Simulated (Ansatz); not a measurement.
# Al2O: the cost of one run

Computed with Ansatz 0.2.0 (DFT PBE, scalar-relativistic, plane waves, PAW, unless a step's input says otherwise).

### Step 1. Starting point

Symmetry: P4/mmm, No. 123, tetragonal system. The conventional cell has a = 2.856 Å, b = 2.856 Å, c = 8.507 Å, α = 90.00°, β = 90.00°, γ = 90.00°. Around Al (site symmetry 4mm) lie 4 O at 2.43 Å and 10 Al at 2.50 to 2.96 Å. Al (site symmetry 4/mmm) has 8 O at 2.47 Å and 6 Al at 2.77 to 2.86 Å as nearest neighbours. Al (site symmetry 4/mmm) has 12 Al at 2.50 to 2.86 Å and 2 O at 2.82 Å as nearest neighbours. Around O (site symmetry 4mm) lie 9 Al at 2.43 to 2.82 Å.

Coordinates:

```xyz
6
Lattice="2.8562 0.0000 0.0000 0.0000 2.8562 0.0000 0.0000 0.0000 8.5075" Properties=species:S:1:pos:R:3 pbc="T T T"
Al    0.0000    0.0000    7.0286
Al    0.0000    0.0000    1.4789
Al    0.0000    0.0000    4.2537
Al    1.4281    1.4281    0.0000
O     1.4281    1.4281    2.8240
O     1.4281    1.4281    5.6834
```

The cell is invented: species swapped into a database cell of Fe2Si (P4/mmm, No. 123), with Al on the Fe sites and O on the Si sites. Its size is a rough estimate.

### Step 2. Probe: one point on a coarse mesh

The input, input.yaml:

```yaml
crystal:
  lattice:
    - [2.85620808, 0.0, 0.0]
    - [0.0, 2.85620808, 0.0]
    - [0.0, 0.0, 8.50746973]
  atoms:
    - { symbol: Al, position: [0.0, 0.0, 0.82616597] }
    - { symbol: Al, position: [0.0, 0.0, 0.17383403] }
    - { symbol: Al, position: [0.0, 0.0, 0.5] }
    - { symbol: Al, position: [0.5, 0.5, 0.0] }
    - { symbol: O, position: [0.5, 0.5, 0.331949] }
    - { symbol: O, position: [0.5, 0.5, 0.668051] }
basis:
  ecutwfc: 420
kpoints:
  mp_grid: { grid: [6, 6, 2] }
hamiltonian:
  xc: pbe
scf:
  occupations: { method: gaussian, width: 0.1 }
  lower_state_search: "off"
output:
  forces: true
  stress: true
  eigenvalues: true
```

Started as:

```bash
ansatz run input.yaml --threads 1 --pin off --max-ram 2560MiB --backend cpu --events-out ev --progress --plain --runs-dir out
```

**Question.** How long does this run take on 1 thread of Arm Neoverse V1, shared host, and how much memory does it need?

About 1.5 s, with a peak of 0.3 GiB.
